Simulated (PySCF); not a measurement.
**A diatomic session: ZnF−**

One table from this session's results is given with a row withheld; the runs are named, their logs left out.

Computed with PySCF 2.14.0. Level: Zn def2-SVPD, F def2-SVPD, no relativity.

1 further run of the same task is left out (set aside as unsound or not needed).

Set-up of the first run:

The job is set up so:

```json
{
 "atoms": "Zn, F",
 "charge": "-1",
 "basis": "Zn def2-SVPD, F def2-SVPD",
 "Hamiltonian": "no relativity",
 "basis functions": "57",
 "electrons treated": "40",
 "masses in u": "63.9291, 18.9984",
 "levels": "PBE0, PBE, r²SCAN, r²SCANh, PW91, M06-2X, ωB97X, HF, MP2, SCS-MP2, CCSD, CCSD(T)",
 "grid": "80 radial by 434 angular points",
 "occupations": "held fixed by the projection of orbital angular momentum",
 "dissociation limit": "Zn + F−, each in its ground configuration",
 "starting distance in angstrom": "1.905",
 "values of 2S to try": "0, 2"
}
```

Among the steps run: Input; The PBE0 curve of the state that the search chose; PBE (GGA); r²SCAN (meta-GGA); r²SCANh; PW91 (GGA); M06-2X; ωB97X; RHF (mean field); Adding correlation.

One table of the session follows, with a row left open; its other results are not shown here.

```
      level  Re (Å)  ωe (cm⁻¹)  De (eV)
        RHF   1.919        438     1.75
    RHF-MP2   1.939        410     1.76
RHF-SCS-MP2   1.945        405     1.69
   RHF-CCSD   1.935        416     1.71
RHF-CCSD(T)   1.940        411     1.72
        PBE       ?          ?        ?
       PW91   1.950        397     1.77
     r²SCAN   1.911        436     2.03
    r²SCANh   1.908        438     2.00
       PBE0   1.929        418     1.79
     M06-2X   1.928        429     1.72
      ωB97X   1.930        420     1.82
```

**Question.** Estimate the row for PBE.

As computed: Re (Å): 1.953; ωe (cm⁻¹): 395; De (eV): 1.75. In the column «Re (Å)» it is the highest.
